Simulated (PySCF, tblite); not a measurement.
# C₄H₁₃B₂N₂−: geometry, infrared bands and NMR shifts

Aim: predict the infrared bands and NMR shifts of C₄H₁₃B₂N₂− (`BN[BH2-]N1CCCC1`).

The runs use tblite 0.8.0 and PySCF 2.14.0, with density-fitted response routines of our own; the level of theory stands in each step. All values are computed, except where a source is named. Atoms are numbered from 0 throughout.

## 1. The molecule as given

21 atoms, charge -1, multiplicity 1; geometry from: force field or distance geometry start.

Bonds of the start (Å): B0–N1 1.53, N1–B2 1.53, B2–N3 1.48, N3–C4 1.41, C4–C5 1.51, C5–C6 1.51, C6–C7 1.53, C7–N3 1.38, B0–H8 1.18, B0–H9 1.16, N1–H10 1.05, B2–H11 1.18, B2–H12 1.20, C4–H13 1.12, C4–H14 1.11, C5–H15 1.09, C5–H16 1.13, C6–H17 1.11, C6–H18 1.09, C7–H19 1.12, C7–H20 1.10.

## 2. Relaxing the molecule with GFN2-xTB

What the job is given:

```
{"job": {"kind": "relax", "xc": "GFN2-xTB", "basis": "xTB"}, "charge": -1, "multiplicity": 1}
B      3.106000     0.808800    -0.056100
N      2.182500    -0.142800     0.706100
B      1.245700    -0.837100    -0.277900
N     -0.139000    -0.366100    -0.086600
C     -1.007500    -1.007300     0.822800
C     -2.308800    -0.232500     0.795200
C     -2.081400     0.895600    -0.186700
C     -0.630900     0.796000    -0.648500
H      2.564000     1.606600    -0.732500
H      4.246900     0.834100     0.148300
H      2.827200    -0.865700     1.121900
H      1.708800    -0.717600    -1.357400
H      1.300400    -2.003800    -0.012500
H     -1.130100    -2.074800     0.520200
H     -0.559900    -1.033100     1.841100
H     -3.121200    -0.908900     0.513800
H     -2.443200     0.156500     1.842500
H     -2.243200     1.832300     0.390800
H     -2.756400     0.804100    -1.042900
H     -0.603900     0.718100    -1.761300
H     -0.165000     1.754700    -0.385900
```

Command:

```
OMP_NUM_THREADS=1 python probes_run.py task.json out
```

One launch serves the whole session: the jobs run in the order shown.

**Question.** This job is followed by: GFN2-xTB harmonic vibrations, gas phase; GIAO PBE0/pcSseg-1 NMR shielding, non-relativistic, gas phase. Predict these results of the whole session: strongest single infrared mode (GFN2-xTB); zero-point energy (GFN2-xTB); 13C shifts against TMS (PBE0/pcSseg-1, means over atoms taken as alike); 1H shifts against TMS (PBE0/pcSseg-1, means over atoms taken as alike); 11B shifts against BF3·OEt2 (PBE0/pcSseg-1); 15N shifts against NH3 (PBE0/pcSseg-1).

As calculated:

| quantity | value |
| --- | --- |
| strongest single infrared mode (GFN2-xTB) | 2143 cm⁻¹, 544 km/mol |
| zero-point energy (GFN2-xTB) | 108.6 kcal/mol |
| 13C shifts against TMS (PBE0/pcSseg-1, means over atoms taken as alike) | 54.7, 28.5 ppm |
| 1H shifts against TMS (PBE0/pcSseg-1, means over atoms taken as alike) | 5.11, 4.36, 2.83, 2.63, 1.27 ppm |
| 11B shifts against BF3·OEt2 (PBE0/pcSseg-1) | 29.0, -13.7 ppm |
| 15N shifts against NH3 (PBE0/pcSseg-1) | 173.2, 66.7 ppm |

What this shows: The optimisation took 114 steps and gained 1.666 eV; among the close pairs (by a distance rule), B0–N1 changed most, from 1.529 to 1.363 Å. All 57 modes are real, so the xTB geometry is a minimum. The strongest single mode, at 2143 cm⁻¹, moves mainly H12. Unscaled tight-binding wavenumbers are off by several per cent, some by more. Its intensities can rank the bands wrongly. The most deshielded carbon is C4, C7 (mean) (sp3 CH2 bonded to N), at 54.7 ppm: deshielded by the electronegative neighbour. At PBE0/pcSseg-1: Shielding is most anisotropic at N1 (span 298 ppm, paramagnetic term -226 ppm).
